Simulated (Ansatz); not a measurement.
Predict the output of the script below (Ansatz 0.2.0, Python API).

The script, `scan_ch6osn.py`:
```python
"""Potential curve of CH6OSn along one bond."""

import ansatz as az
import numpy as np

params = {
    "basis_set": "def2-SVP",
    "functional": "hf",
}

geometry = (
    az.Crystal.molecule()
    .atom("C", (-0.4919, 0.8443, -0.9446))
    .atom("O", (-0.8883, -0.4107, -0.5545))
    .atom("Sn", (0.3701, -0.9469, 0.8541))
    .atom("H", (-1.1702, 1.225, -1.7533))
    .atom("H", (0.4889, 0.9042, -1.3989))
    .atom("H", (-0.6286, 1.6185, -0.1096))
    .atom("H", (2.0569, -0.9129, 0.227))
    .atom("H", (0.061, -2.5506, 1.4073))
    .atom("H", (0.2906, 0.1827, 2.2554))
)

symbols = [site.symbol for site in geometry.cartesian_sites]
start = np.array([site.position_ang for site in geometry.cartesian_sites])
axis = (start[7] - start[2]) / np.linalg.norm(start[7] - start[2])
moving = [7]
lengths, energies = [1.517, 1.586, 1.655, 1.724, 1.793, 1.862, 1.931, 2.035], []
for length in lengths:
    xyz = start.copy()
    xyz[moving] += (length - np.linalg.norm(start[7] - start[2])) * axis
    point = az.Crystal.molecule()
    for symbol, place in zip(symbols, xyz):
        point = point.atom(symbol, place.tolist())
    setup = (
        point.calculation()
        .basis(gaussian=params["basis_set"])
        .functional(params["functional"])
    )
    r = setup.run(threads=1).report
    energies.append(r["free_energy_ev"])
    print(f"r = {length:6.3f} A  E = {energies[-1]:.5f} eV  <S^2> = {abs(r['mean_field']['state']['spin_squared']):.3f}")

# quartic fit about the minimum
fit = np.polynomial.Polynomial.fit(lengths, np.array(energies) - min(energies), 4).convert()
roots = [r.real for r in fit.deriv().roots() if abs(r.imag) < 1e-9 and fit.deriv(2)(r.real) > 0]
r_e = min(roots, key=lambda r: abs(r - lengths[int(np.argmin(energies))]))
print(f"minimum of the fit at {r_e:.4f} A, force constant {fit.deriv(2)(r_e):.2f} eV/A^2")
```

`python scan_ch6osn.py` gives:
```text
r =  1.517 A  E = -8963.80984 eV  <S^2> = 0.000
r =  1.586 A  E = -8964.03139 eV  <S^2> = 0.000
r =  1.655 A  E = -8964.13756 eV  <S^2> = 0.000
r =  1.724 A  E = -8964.15482 eV  <S^2> = 0.000
r =  1.793 A  E = -8964.10382 eV  <S^2> = 0.000
r =  1.862 A  E = -8964.00081 eV  <S^2> = 0.000
r =  1.931 A  E = -8963.85862 eV  <S^2> = 0.000
r =  2.035 A  E = -8963.59214 eV  <S^2> = 0.000
minimum of the fit at 1.7043 A, force constant 15.52 eV/A^2
```

What to keep in mind:
- Total energies depend on the basis set; only differences at equal settings carry meaning.
- The rest of the molecule is held rigid at a force-field or estimated start geometry, and the basis set is modest; single-reference methods fail as a bond breaks.
- def2 sets replace the cores of elements past krypton by effective core potentials.
- Hartree-Fock leaves correlation out, so bond, atomisation and ionisation energies come out well too low.
- The orbitals are restricted, so S² is zero by construction.
- The whole script took 8.1 s on 1 thread of AMD EPYC 7B13 (Zen 3), on a shared host, peak memory 0.22 GiB.
